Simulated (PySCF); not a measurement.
# [ReO3F2]−: other functionals and bases at one geometry

Aim: see how levels, charges and forces of [ReO3F2]− depend on the level of theory. The structure is generated, not taken from experiment.

Program: PySCF 2.14.0. Level of theory: several levels, as the steps say, no spin–orbit coupling. These are calculated values, not measurements.

1 further run of the same task is left out (for a known fault of the program).

### 1 Starting geometry

6 atoms, charge -1, spin multiplicity 1.

Bond lengths: Re1–O2 1.722 Å, Re1–O3 1.722 Å, Re1–O4 1.731 Å, Re1–F5 1.941 Å, Re1–F6 1.969 Å. Angles: O2–Re1–O3 109.4°, O2–Re1–O4 100.7°, O2–Re1–F5 124.1°, O2–Re1–F6 90.9°, O3–Re1–O4 100.7°, O3–Re1–F5 124.3°, O3–Re1–F6 90.9°, O4–Re1–F5 84.7°, O4–Re1–F6 159.7°, F5–Re1–F6 75.0°.

Coordinates:

```
Re    0.0488    0.0655    0.0349
O     0.1862   -0.0767    1.7453
O     1.6091   -0.0790   -0.6792
O    -0.2210    1.7672   -0.1260
F    -1.6208   -0.1100   -0.9402
F    -0.2428   -1.8741   -0.1334
```

Formal oxidation states: Re +7. An earlier session relaxed this geometry at B3LYP, Re def2-SVP with ECP60, O def2-SVP, F def2-SVP (singlet, point group Cs).

At B3LYP on the finer grid: E = -503.582782 Eh, HOMO -3.49 eV, LUMO 2.43 eV, Mulliken charge on Re1 +1.16 e, largest force component 0.027 eV/Å. 

Levels to run: TPSS; TPSSh; HF; wB97X; B3LYP, TZVP; B3LYP, x2c-SVP. Hardware: 2 threads of Intel Xeon at 2.50GHz (Skylake/Cascade Lake), shared host.

### 2 TPSS

Contents of run.py (the lines that set the calculation):

```python
mol = gto.M(atom='''
Re     0.04880     0.06548     0.03486
O      0.18622    -0.07667     1.74528
O      1.60908    -0.07904    -0.67923
O     -0.22098     1.76724    -0.12602
F     -1.62080    -0.11005    -0.94020
F     -0.24279    -1.87409    -0.13341''',
    basis={'Re': 'def2-SVP', 'O': 'def2-SVP', 'F': 'def2-SVP'},
    ecp={'Re': 'def2-SVP'},
    charge=-1, spin=0)
mf = dft.RKS(mol, xc='TPSS')
mf.grids.atom_grid = (75, 302)
mf = mf.density_fit()  # fitting sets: Re def2-universal-JKFIT, O def2-universal-JKFIT, F def2-universal-JKFIT
mf.conv_tol = 1e-08; mf.max_cycle = 55
mf.kernel(dm0)  # dm0: the density of the relaxed state
```

Command:

```sh
> OMP_NUM_THREADS=2 python run.py
```

### 3 TPSSh

run.py (the lines that set the calculation): that of step 2 with these lines changed.

```diff
@@ -10,3 +10,3 @@
     charge=-1, spin=0)
-mf = dft.RKS(mol, xc='TPSS')
+mf = dft.RKS(mol, xc='TPSSH')
 mf.grids.atom_grid = (75, 302)
```

### 4 HF

run.py (the lines that set the calculation): that of step 3 with these lines changed.

```diff
@@ -10,4 +10,3 @@
     charge=-1, spin=0)
-mf = dft.RKS(mol, xc='TPSSH')
-mf.grids.atom_grid = (75, 302)
+mf = scf.RHF(mol)
 mf = mf.density_fit()  # fitting sets: Re def2-universal-JKFIT, O def2-universal-JKFIT, F def2-universal-JKFIT
```

### 5 wB97X

run.py (the lines that set the calculation): that of step 4 with these lines changed.

```diff
@@ -10,3 +10,4 @@
     charge=-1, spin=0)
-mf = scf.RHF(mol)
+mf = dft.RKS(mol, xc='WB97X')
+mf.grids.atom_grid = (75, 302)
 mf = mf.density_fit()  # fitting sets: Re def2-universal-JKFIT, O def2-universal-JKFIT, F def2-universal-JKFIT
```

### 6 B3LYP, TZVP

Basis: Re def2-TZVP with ECP60, O def2-TZVP, F def2-TZVP. 

Contents of run.py (the lines that set the calculation):

```python
mol = gto.M(atom='''
Re     0.04880     0.06548     0.03486
O      0.18622    -0.07667     1.74528
O      1.60908    -0.07904    -0.67923
O     -0.22098     1.76724    -0.12602
F     -1.62080    -0.11005    -0.94020
F     -0.24279    -1.87409    -0.13341''',
    basis={'Re': 'def2-TZVP', 'O': 'def2-TZVP', 'F': 'def2-TZVP'},
    ecp={'Re': 'def2-TZVP'},
    charge=-1, spin=0)
mf = dft.RKS(mol, xc='B3LYP')
mf.grids.atom_grid = (75, 302)
mf = mf.density_fit()  # fitting sets: Re def2-universal-JKFIT, O def2-universal-JKFIT, F def2-universal-JKFIT
mf.conv_tol = 1e-08; mf.max_cycle = 55
mf.kernel(dm0)  # dm0: free metal ions and neutral atoms
```

### 7 B3LYP, x2c-SVP

Basis: Re x2c-SVPall, O x2c-SVPall, F x2c-SVPall. All electrons are treated, with the spin-free X2C Hamiltonian.

Contents of run.py (the lines that set the calculation):

```python
mol = gto.M(atom='''
Re     0.04880     0.06548     0.03486
O      0.18622    -0.07667     1.74528
O      1.60908    -0.07904    -0.67923
O     -0.22098     1.76724    -0.12602
F     -1.62080    -0.11005    -0.94020
F     -0.24279    -1.87409    -0.13341''',
    basis={'Re': 'x2c-SVPall', 'O': 'x2c-SVPall', 'F': 'x2c-SVPall'},
    nucmod='G',
    charge=-1, spin=0)
mf = dft.RKS(mol, xc='B3LYP')
mf.grids.atom_grid = (99, 590)
mf = mf.density_fit()  # fitting sets: Re AutoAux, O AutoAux, F AutoAux
mf = mf.sfx2c1e()
mf.conv_tol = 1e-08; mf.max_cycle = 55
mf.kernel(dm0)  # dm0: free metal ions and neutral atoms
```

Before running it: what results should come out? Wanted: for each run, HOMO; gap; charge on Re1; dipole; largest force.

**Answer**, as computed:

| level | state | HOMO (eV) | gap (eV) | charge on Re1 (e) | dipole (D) | largest force (eV/Å) | basis functions | time |
| --- | --- | --- | --- | --- | --- | --- | --- | --- |
| B3LYP (relaxed here) | singlet | -3.49 | 5.92 | 1.16 | 0.51 | 0.03 | 102 | 34 s |
| TPSS | singlet | -2.21 | 4.29 | 1.09 | 0.39 | 0.78 | 102 | 22 s |
| TPSSh | singlet | -2.90 | 5.17 | 1.19 | 0.45 | 0.27 | 102 | 19 s |
| HF | singlet | -8.03 | 13.59 | 1.92 | 0.63 | 3.30 | 102 | 6.6 s |
| wB97X | singlet | -6.21 | 10.94 | 1.23 | 0.56 | 1.18 | 102 | 16 s |
| B3LYP, TZVP | singlet | -3.73 | 5.92 | 1.55 | 0.59 | 0.39 | 195 | 36 s |
| B3LYP, x2c-SVP | singlet | -3.65 | 5.71 | 0.95 | 0.55 | 1.06 | 136 | 65 s |

Times are on 2 threads of Intel Xeon at 2.50GHz (Skylake/Cascade Lake), shared host; the first row also made further properties. The dipole of a charged species depends on the origin, so these sizes hold for this origin alone.

In one basis the HOMO–LUMO gap runs from 4.29 eV (TPSS) to 13.59 eV (HF). The largest leftover force, 3.30 eV/Å with HF, stands at a geometry relaxed at another level. The Mulliken charge on Re spans +0.95 to +1.92 e over the levels. Total energies of different levels can't be compared. Spin–orbit coupling is left out throughout.
